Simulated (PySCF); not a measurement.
# GeH3Cl (SMILES [Cl][GeH3]): wB97M-V/def2-TZVP

Aim: the energy change on altering one bond length of GeH3Cl at wB97M-V/def2-TZVP, from 2 runs. 

Program for the calculation: PySCF 2.14.0.

2 further runs of the same task are left out: 2 set aside as unsound or not needed.

### Step 1. The molecule

The species is GeH3Cl (5 atoms), meant as a singlet with charge 0. As SMILES, `[Cl][GeH3]`. The coordinates come from a PBE0-D4/def2-TZVP relaxation.

Bond lengths: Cl1–Ge2 2.155 Å, Ge2–H3 1.532 Å, Ge2–H4 1.532 Å, Ge2–H5 1.532 Å. Angles: Cl1–Ge2–H3 107.1°, Cl1–Ge2–H4 107.1°, Cl1–Ge2–H5 107.1°, H3–Ge2–H4 111.7°, H3–Ge2–H5 111.7°, H4–Ge2–H5 111.7°.

### Step 2. The energy at wB97M-V/def2-TZVP

Contents of input.xyz:

```xyz
5

Cl    -1.875800    -0.025100     0.641300
Ge     0.161800    -0.013900    -0.060600
H      0.160400     0.656200    -1.438100
H      0.619000    -1.473700    -0.140600
H      0.984500     0.782900     0.956700
```

Contents of job.py:

```python
from pyscf import gto, dft

mol = gto.Mole()
mol.atom = 'input.xyz'
mol.verbose = 4
mol.max_memory = 1860
mol.basis = 'def2-tzvp'
mol.build()

calc0 = dft.RKS(mol)
calc0.xc = 'wb97m-v'
calc0.grids.level = 5
calc0.conv_tol = 1e-10
calc0.nlcgrids.level = 1
calc0.kernel()
if not calc0.converged:
    calc0 = calc0.newton().run(calc0.mo_coeff, calc0.mo_occ)

e_tot = calc0.e_tot
print('E = %.10f Eh' % e_tot)
```

Launch:

```bash
$ OMP_NUM_THREADS=1 python job.py
```

Standard output:

```text
PySCF version 2.14.0

[INPUT] num. atoms = 5
[INPUT] num. electrons = 52
[INPUT] charge = 0
[INPUT] spin (= nelec alpha-beta = 2S) = 0
[INPUT] symmetry False subgroup None
[INPUT] Mole.unit = angstrom
[INPUT] Symbol           X                Y                Z      unit          X                Y                Z       unit  Magmom
[INPUT]  1 Cl    -1.875800000000  -0.025100000000   0.641300000000 AA   -3.544748264459  -0.047432125727   1.211881363684 Bohr   0.0
[INPUT]  2 Ge     0.161800000000  -0.013900000000  -0.060600000000 AA    0.305757686955  -0.026267193131  -0.114517403149 Bohr   0.0
[INPUT]  3 H      0.160400000000   0.656200000000  -1.438100000000 AA    0.303112070380   1.240038282940  -2.717615139737 Bohr   0.0
[INPUT]  4 H      0.619000000000  -1.473700000000  -0.140600000000 AA    1.169740471106  -2.784889389772  -0.265695493114 Bohr   0.0
[INPUT]  5 H      0.984500000000   0.782900000000   0.956700000000 AA    1.860435369634   1.479466582922   1.807900983371 Bohr   0.0

nuclear repulsion = 176.393822004282
number of shells = 41
number of NR pGTOs = 187
number of NR cGTOs = 103
basis = def2-tzvp
ecp = {}

******** <class 'pyscf.dft.rks.RKS'> ********
method = RKS
initial guess = minao
damping factor = 0
level_shift factor = 0
DIIS = <class 'pyscf.scf.diis.CDIIS'>
diis_start_cycle = 1
diis_space = 8
diis_damp = 0
SCF conv_tol = 1e-10
SCF conv_tol_grad = None
SCF max_cycles = 50
direct_scf = True
direct_scf_tol = 1e-13
XC library pyscf.dft.libxc version 7.0.0
    S. Lehtola, C. Steigemann, M. J.T. Oliveira, and M. A.L. Marques.,  SoftwareX 7, 1–5 (2018)
XC functionals = wb97m-v
radial grids:
    Treutler-Ahlrichs [JCP 102, 346 (1995); DOI:10.1063/1.469408] (M4) radial grids

becke partition: Becke, JCP 88, 2547 (1988); DOI:10.1063/1.454033
pruning grids: <function nwchem_prune>
grids dens level: 5
symmetrized grids: False
atomic radii adjust function: <function treutler_atomic_radii_adjust>
** Following is NLC and NLC Grids **
NLC functional = wb97m-v
radial grids:
    Treutler-Ahlrichs [JCP 102, 346 (1995); DOI:10.1063/1.469408] (M4) radial grids

becke partition: Becke, JCP 88, 2547 (1988); DOI:10.1063/1.454033
pruning grids: <function nwchem_prune>
grids dens level: 1
symmetrized grids: False
atomic radii adjust function: <function treutler_atomic_radii_adjust>
small_rho_cutoff = 0
Set gradient conv threshold to 1e-05
Initial guess from minao.
tot grids = 158408
tot grids = 21152
init E= -2538.18048491986
  HOMO = -0.357238561422248  LUMO = 0.00689787215650384  gap/eV = 9.90866
cycle= 1 E= -2538.84572291887  delta_E= -0.665  |g|= 0.655  |ddm|= 1.58
  HOMO = -0.373122971721802  LUMO = 0.033588681427135  gap/eV = 11.06719
cycle= 2 E= -2538.85686959515  delta_E= -0.0111  |g|= 0.689  |ddm|= 0.64
  HOMO = -0.401293912608131  LUMO = 0.0547643203319659  gap/eV = 12.40998
cycle= 3 E= -2538.8982852374  delta_E= -0.0414  |g|= 0.0253  |ddm|= 0.282
  HOMO = -0.406288622912354  LUMO = 0.0598175461005681  gap/eV = 12.68339
cycle= 4 E= -2538.89848284674  delta_E= -0.000198  |g|= 0.0113  |ddm|= 0.0359
  HOMO = -0.404908781770388  LUMO = 0.0600324522991791  gap/eV = 12.65170
cycle= 5 E= -2538.89851565924  delta_E= -3.28e-05  |g|= 0.00251  |ddm|= 0.011
  HOMO = -0.405175835775493  LUMO = 0.0600387091285377  gap/eV = 12.65913
cycle= 6 E= -2538.8985178768  delta_E= -2.22e-06  |g|= 0.000382  |ddm|= 0.00415
  HOMO = -0.40514584238748  LUMO = 0.0600240718993845  gap/eV = 12.65792
cycle= 7 E= -2538.8985179869  delta_E= -1.1e-07  |g|= 0.000105  |ddm|= 0.00103
  HOMO = -0.405168400672144  LUMO = 0.06001445565418  gap/eV = 12.65827
cycle= 8 E= -2538.89851799412  delta_E= -7.22e-09  |g|= 3.67e-05  |ddm|= 0.000232
  HOMO = -0.405164572619487  LUMO = 0.0600186951894734  gap/eV = 12.65828
cycle= 9 E= -2538.89851799485  delta_E= -7.36e-10  |g|= 5.55e-06  |ddm|= 7.27e-05
  HOMO = -0.405165817880264  LUMO = 0.0600182595293894  gap/eV = 12.65830
cycle= 10 E= -2538.89851799488  delta_E= -2.55e-11  |g|= 7.23e-07  |ddm|= 1.51e-05
  HOMO = -0.405165638079604  LUMO = 0.0600184586745307  gap/eV = 12.65830
Extra cycle  E= -2538.89851799488  delta_E= 1.36e-12  |g|= 4.97e-07  |ddm|= 1.87e-06
converged SCF energy = -2538.89851799488
E = -2538.8985179949 Eh
```

Run time: 64 s. Hardware: 1 thread of Intel Xeon at 2.70GHz, shared host; peak memory 0.55 GiB.

### Step 3. The distorted shape at the same level

Contents of calc.py:

```python
from pyscf import gto, dft

molecule = gto.M(
    atom='''
Cl      -2.863033      -0.981253      -0.579451
Ge      -0.825433      -0.970053      -1.281351
H       -0.826833      -0.299953      -2.658851
H       -0.368233      -2.429853      -1.361351
H        0.984500       0.782900       0.956700
''',
    verbose=3,
    max_memory=1860,
    basis='def2-tzvp',
    charge=0,
)

mf = dft.RKS(molecule)
mf.xc = 'wb97m-v'
mf.conv_tol = 1e-10
mf.nlcgrids.level = 1
mf.grids.level = 5
mf.kernel()
if not mf.converged:
    mf = mf.newton().run(mf.mo_coeff, mf.mo_occ)

e_tot = mf.e_tot
print('E = %.10f Eh' % e_tot)
```

Launch:

```bash
$ OMP_NUM_THREADS=1 python calc.py
```

Standard output:

```text
converged SCF energy = -2538.72460202076
E = -2538.7246020208 Eh
```

Run time: 68 s. Hardware: 1 thread of Intel Xeon at 2.70GHz, shared host; peak memory 0.55 GiB.

### Step 4. Summary of results

At wB97M-V/def2-TZVP:

| quantity | value |
| --- | --- |
| first shape: total energy | -2538.89852 Eh |
| first shape: dipole moment | 1.98 D |
| first shape: HOMO energy | -11.03 eV |
| first shape: LUMO energy | 1.63 eV |
| first shape: HOMO–LUMO gap | 12.66 eV |
| distorted shape: total energy | -2538.72460 Eh |
| distorted shape: dipole moment | 2.73 D |
| distorted shape: HOMO energy | -8.37 eV |
| distorted shape: LUMO energy | -2.68 eV |
| distorted shape: HOMO–LUMO gap | 5.68 eV |
| energy change with the Ge2–H5 bond stretched from 1.532 to 3.370 Å | 4.732 eV |

In words: With the Ge2–H5 bond stretched from 1.532 to 3.370 Å the energy rises by 4.73 eV (109 kcal/mol). The first shape isn't relaxed at this level, so the change isn't measured from a minimum. A restricted reference can't describe the breaking bond well at this length. Mulliken charges (distorted shape) run from -0.23 on Cl1 to +0.27 on Ge2; they depend strongly on the basis.
